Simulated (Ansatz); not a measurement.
# C₂H₇AlSSi: one species, many methods

One table from this session's results is given with a row withheld; the runs are named, their logs left out.

The runs use Ansatz 0.2.0, Gaussian basis; functionals in def2-TZVPP, the program's frozen cores in correlated methods.

Plan: LDA (SPW92), PBE-D4, revPBE-D4, BLYP-D4, r2SCAN-D4, B97M-V, PBE0-D4, B3LYP-D4, r2SCANh-D4, r2SCAN0-D4, HSE06-D4, BHLYP-D4, CAM-B3LYP-D4, LC-ωPBE, ωB97X-V, ωB97M-V, B2PLYP, PBE-QIDH; CCSD(T)/def2-SVP; CCSD(T)/def2-TZVPP; MP2/def2-QZVPP; extrapolation to the limit; RPA on PBE.

## The geometry

All runs share one geometry, relaxed beforehand with PBE0-D4 in a triple-zeta def2 set.

12 atoms, charge 0, spin multiplicity 1.

Atoms are counted from 1 here; the program's logs count them from 0.

Bond lengths: Si1–Al2 2.427 Å, Si1–H6 1.488 Å, Si1–H7 1.489 Å, Si1–H8 1.489 Å, Al2–C3 1.937 Å, Al2–C4 1.915 Å, Al2–S5 2.415 Å, C3–C4 1.544 Å, C3–H9 1.092 Å, C3–H10 1.091 Å, C4–S5 1.831 Å, C4–H11 1.085 Å, S5–H12 1.349 Å. Angles: Al2–Si1–H6 111.8°, Al2–Si1–H7 110.4°, Al2–Si1–H8 110.3°, H6–Si1–H7 108.0°, H6–Si1–H8 108.0°, H7–Si1–H8 108.3°, Si1–Al2–C3 160.5°, Si1–Al2–C4 145.1°, Si1–Al2–S5 125.4°, C3–Al2–C4 47.2°, C3–Al2–S5 74.0°, C4–Al2–S5 48.3°, Al2–C3–C4 65.6°, Al2–C3–H9 128.2°, Al2–C3–H10 114.8°, C4–C3–H9 119.0°, C4–C3–H10 110.5°, H9–C3–H10 110.6° and more.

The first run:

in.yaml reads:

```yaml
crystal:
  periodic: [false, false, false]
  atoms:
    - {symbol: Si, position_ang: [-2.235194, 1.140716, 0.249289]}
    - {symbol: Al, position_ang: [-0.268715, -0.238950, -0.094154]}
    - {symbol: C, position_ang: [0.905148, -1.780013, -0.081595]}
    - {symbol: C, position_ang: [1.590003, -0.454276, 0.313649]}
    - {symbol: S, position_ang: [1.723659, 0.434300, -1.281388]}
    - {symbol: H, position_ang: [-3.215646, 0.992896, -0.860842]}
    - {symbol: H, position_ang: [-2.917237, 0.763656, 1.518306]}
    - {symbol: H, position_ang: [-1.849076, 2.576492, 0.335678]}
    - {symbol: H, position_ang: [1.291196, -2.341420, -0.934859]}
    - {symbol: H, position_ang: [0.799040, -2.429663, 0.788151]}
    - {symbol: H, position_ang: [2.494412, -0.424047, 0.912431]}
    - {symbol: H, position_ang: [1.759409, 1.705213, -0.830667]}
basis:
  gaussian: {orbitals: def2-TZVPP}
hamiltonian: {xc: lda}
output: {orbitals: {seedname: orbitals}}
```

Steps of the session up to this table: LDA; PBE-D4 (GGA); revPBE-D4 (GGA); BLYP-D4 (GGA); r2SCAN-D4 (meta-GGA); B97M-V (meta-GGA); PBE0-D4 (hybrid); B3LYP-D4 (hybrid); r2SCANh-D4 (hybrid); r2SCAN0-D4 (hybrid); HSE06-D4 (hybrid); BHLYP-D4 (hybrid); CAM-B3LYP-D4 (range-separated); LC-ωPBE (range-separated); ωB97X-V (range-separated); ωB97M-V (range-separated); B2PLYP (double hybrid); PBE-QIDH (double hybrid).

One table of the session follows, with a row left open; its other results are not shown here.

It belongs to the step «Frontier levels by functional». 

| functional | HOMO (eV) | gap (eV) |
| --- | --- | --- |
| LDA (SPW92) | ? | ? |
| PBE-D4 | -4.79 | 3.22 |
| revPBE-D4 | -4.74 | 3.26 |
| BLYP-D4 | -4.64 | 3.25 |
| r2SCAN-D4 | -4.97 | 3.59 |
| B97M-V | -5.00 | 3.51 |
| PBE0-D4 | -5.82 | 4.99 |
| B3LYP-D4 | -5.63 | 4.65 |
| r2SCANh-D4 | -5.35 | 4.24 |
| r2SCAN0-D4 | -5.95 | 5.21 |
| HSE06-D4 | -5.43 | 4.23 |
| BHLYP-D4 | -6.77 | 6.77 |
| CAM-B3LYP-D4 | -7.07 | 7.24 |
| LC-ωPBE | -8.35 | 9.49 |
| ωB97X-V | -8.04 | 9.09 |
| ωB97M-V | -7.92 | 8.72 |

Q: Estimate the row for LDA (SPW92) from the others.

As computed: HOMO (eV): -4.90; gap (eV): 3.16. In the column «HOMO (eV)» it lies between r2SCAN-D4 (-4.97) and PBE-D4 (-4.79).
